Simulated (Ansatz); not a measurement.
# C2H6BGaO: up Jacob's ladder to CCSD(T)

One table from this session's results is given with a row withheld; the runs are named, their logs left out.

Method: functionals in def2-TZVPP, the program's frozen cores in correlated methods; program: Ansatz 0.2.0, Gaussian basis.

Levels to be run: LDA (SPW92), PBE-D4, revPBE-D4, BLYP-D4, r2SCAN-D4, B97M-V, PBE0-D4, B3LYP-D4, r2SCANh-D4, r2SCAN0-D4, HSE06-D4, BHLYP-D4, CAM-B3LYP-D4, LC-ωPBE, ωB97X-V, ωB97M-V, B2PLYP, PBE-QIDH; CCSD(T)/def2-SVP; CCSD(T)/def2-TZVPP; MP2/def2-QZVPP; extrapolation to the limit; RPA on PBE.

## The geometry

An earlier PBE0-D4 in a triple-zeta def2 set relaxation fixed the geometry.

SMILES `B[CH2][Ga]1[CH2][O]1`, 11 atoms, charge 0, spin multiplicity 1.

Atoms are counted from 1 here; the program's logs count them from 0.

Bond lengths: B1–C2 1.528 Å, B1–H6 1.197 Å, B1–H7 1.197 Å, C2–Ga3 2.018 Å, C2–H8 1.094 Å, C2–H9 1.094 Å, Ga3–C4 2.184 Å, Ga3–O5 2.375 Å, C4–O5 1.263 Å, C4–H10 1.102 Å, C4–H11 1.102 Å. Angles: C2–B1–H6 120.1°, C2–B1–H7 120.1°, H6–B1–H7 119.7°, B1–C2–Ga3 101.6°, B1–C2–H8 118.5°, B1–C2–H9 118.5°, Ga3–C2–H8 102.1°, Ga3–C2–H9 102.1°, H8–C2–H9 110.5°, C2–Ga3–C4 122.6°, C2–Ga3–O5 90.8°, C4–Ga3–O5 31.8°, Ga3–C4–O5 82.5°, Ga3–C4–H10 103.5°, Ga3–C4–H11 103.5°, O5–C4–H10 121.0°, O5–C4–H11 121.0°, H10–C4–H11 114.4° and more.

Set-up of the first run:

in.yaml reads:

```yaml
crystal:
  periodic: [false, false, false]
  atoms:
    - {symbol: B, position_ang: [-0.633127, 0.900918, 1.089288]}
    - {symbol: C, position_ang: [-0.367779, -0.548994, 1.491412]}
    - {symbol: Ga, position_ang: [0.433841, -1.299686, -0.201525]}
    - {symbol: C, position_ang: [0.725684, -0.094860, -1.999035]}
    - {symbol: O, position_ang: [0.219430, 0.808182, -1.275504]}
    - {symbol: H, position_ang: [-1.697879, 1.213677, 0.641810]}
    - {symbol: H, position_ang: [0.190328, 1.742553, 1.301870]}
    - {symbol: H, position_ang: [-1.223796, -1.210354, 1.653025]}
    - {symbol: H, position_ang: [0.416669, -0.751320, 2.226311]}
    - {symbol: H, position_ang: [0.122888, -0.617012, -2.759749]}
    - {symbol: H, position_ang: [1.813752, -0.143103, -2.167905]}
basis:
  gaussian: {orbitals: def2-TZVPP}
hamiltonian: {xc: lda}
output: {orbitals: {seedname: orbitals}}
```

Run with:

```bash
$ ansatz run in.yaml --threads 4 --pin off --events-out ev --progress --plain --max-ram 10444MiB
```

Steps of the session up to this table: LDA; PBE-D4 (GGA); revPBE-D4 (GGA); BLYP-D4 (GGA); r2SCAN-D4 (meta-GGA); B97M-V (meta-GGA); PBE0-D4 (hybrid); B3LYP-D4 (hybrid); r2SCANh-D4 (hybrid); r2SCAN0-D4 (hybrid); HSE06-D4 (hybrid); BHLYP-D4 (hybrid); CAM-B3LYP-D4 (range-separated); LC-ωPBE (range-separated); ωB97X-V (range-separated); ωB97M-V (range-separated); B2PLYP (double hybrid); PBE-QIDH (double hybrid).

One table of the session follows, with a row left open; its other results are not shown here.

It belongs to the step «Frontier levels by functional». 

```
  functional  HOMO (eV)  LUMO (eV)  gap (eV)
 LDA (SPW92)      -5.89      -3.12      2.77
      PBE-D4      -5.66      -2.90      2.76
   revPBE-D4      -5.58      -2.81      2.77
     BLYP-D4      -5.51      -2.79      2.71
   r2SCAN-D4      -5.81      -2.81      3.00
      B97M-V      -5.72      -2.80      2.92
     PBE0-D4          ?          ?         ?
    B3LYP-D4      -6.30      -2.32      3.98
  r2SCANh-D4      -6.11      -2.51      3.60
  r2SCAN0-D4      -6.57      -2.06      4.51
    HSE06-D4      -6.07      -2.47      3.60
    BHLYP-D4      -7.12      -1.23      5.89
CAM-B3LYP-D4      -7.56      -1.15      6.41
     LC-ωPBE      -8.66      -0.13      8.53
     ωB97X-V      -8.38      -0.16      8.21
     ωB97M-V      -8.33      -0.25      8.08
```

Q: Estimate the row for PBE0-D4 from the others.

**Answer.** HOMO (eV): -6.45; LUMO (eV): -2.10; gap (eV): 4.35. In the column «HOMO (eV)» it lies between r2SCAN0-D4 (-6.57) and B3LYP-D4 (-6.30).
